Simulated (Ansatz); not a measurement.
# ZrHCl+ (doublet): wave-function methods side by side, def2-QZVPP

The task here is to estimate one member of a computed series from the others.

Computed with Ansatz 0.2.0, Gaussian basis. Level: def2-QZVPP, core rule «outside noble gas», up to 9 orbitals frozen.

The runs, in order: UHF; ROHF; CCSD(T) on UHF.

2 further runs of the same task are left out: 2 set aside as unsound or not needed.

### What is computed

The geometry is a PBE0/def2-TZVP stationary point (not a proven minimum) of the parent state, kept for this charge and spin. No spin-orbit coupling is included. Elements past krypton take def2 core potentials.

3 atoms, charge 1, spin multiplicity 2.

Atoms are counted from 1 here; the program's logs count them from 0.

Bond lengths: Zr1–Cl2 2.379 Å, Zr1–H3 1.933 Å. Angles: Cl2–Zr1–H3 180.0°.

Set-up of the first run:

in.yaml reads:

```yaml
crystal:
  periodic: [false, false, false]
  atoms:
    - {symbol: Zr, position_ang: [0.000000, 0.000000, 0.148733]}
    - {symbol: Cl, position_ang: [0.000000, 0.000000, -2.230367]}
    - {symbol: H, position_ang: [0.000000, 0.000000, 2.081633]}
basis:
  gaussian: {orbitals: "def2-QZVPP.json"}
total_charge: 1
magnetization: {spin_polarized: true, initial_magnetization: 1}
hamiltonian: {xc: hf}
output: {orbitals: {seedname: orbitals}}
```

Run with:

```bash
> ansatz run in.yaml --threads 1 --pin off --events-out ev --progress --plain --max-ram 4096MiB --backend cpu
```

Steps of the session up to this table: UHF; ROHF; CCSD(T) on UHF.

One of the session's tables, all rows but one given; the rest of the session is left out.

| method | from UCCSD(T) (meV) |
| --- | --- |
| ROHF | +8469.9 |
| UHF | +8384.9 |
| UMP2 | +990.3 |
| UCCSD | ? |
| UCCSD(T) | 0 |

Estimate the missing values for UCCSD.

**Answer.** from UCCSD(T) (meV): +386.5. In the column «from UCCSD(T) (meV)» it lies between UCCSD(T) (0) and UMP2 (+990.3).
